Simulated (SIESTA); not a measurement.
Runs of SIESTA 5.4.2 on Bi2Te3 (Tellurobismuthite). Symmetry: R-3m, No. 166, trigonal system. Conventional cell: a = 4.386 Å, b = 4.386 Å, c = 30.497 Å, α = 90.00°, β = 90.00°, γ = 120.00°. Bi (site symmetry 3m) is surrounded by 6 Te at 3.07 to 3.25 Å. Te (site symmetry 3m) has 3 Bi at 3.07 Å as nearest neighbours. Around Te (site symmetry -3m) lie 6 Bi at 3.25 Å. 

| level | potentials or basis | gap on the mesh (eV) | pressure (GPa) | largest force (eV/Å) |
| --- | --- | --- | --- | --- |
| AM05 | PseudoDojo 0.4 standard (PBEsol files), DZP (energy shift 0.003 Ry; two zetas on semicore shells) | 0.26 | 0.5 | 0.10 |
| vdW-DF-cx | PseudoDojo 0.4 standard (PBE files), DZP (energy shift 0.003 Ry; two zetas on semicore shells) | 0.25 | 0.9 | 0.14 |
| PBEsol | PseudoDojo 0.4 standard (PBEsol files), DZP (energy shift 0.003 Ry; two zetas on semicore shells) | (b) | 0.2 | 0.12 |
| BLYP | PseudoDojo 0.4 standard (PBE files), DZP (energy shift 0.003 Ry; two zetas on semicore shells) | 0.29 | 6.2 | (a) |

Alike in all rows: task band structure; no spin polarisation; cell as given; k mesh 7 × 7 × 7; smearing fermi-dirac 0.05 eV; grid cutoff 500 Ry; energy shift 0.003 Ry.

Estimate the missing entries.

(a) 0.23; (b) 0.23.

Caveats: spin-orbit coupling is left out, which as a rule narrows the gap of such compounds by several tenths of an eV; the basis of atomic orbitals isn't converged, which shifts pressures, moduli and gaps; the potentials were made for another functional, which shifts forces and pressure (some runs).

A k mesh can miss the band edges, and the runs leave out spin-orbit coupling on Bi, Te.
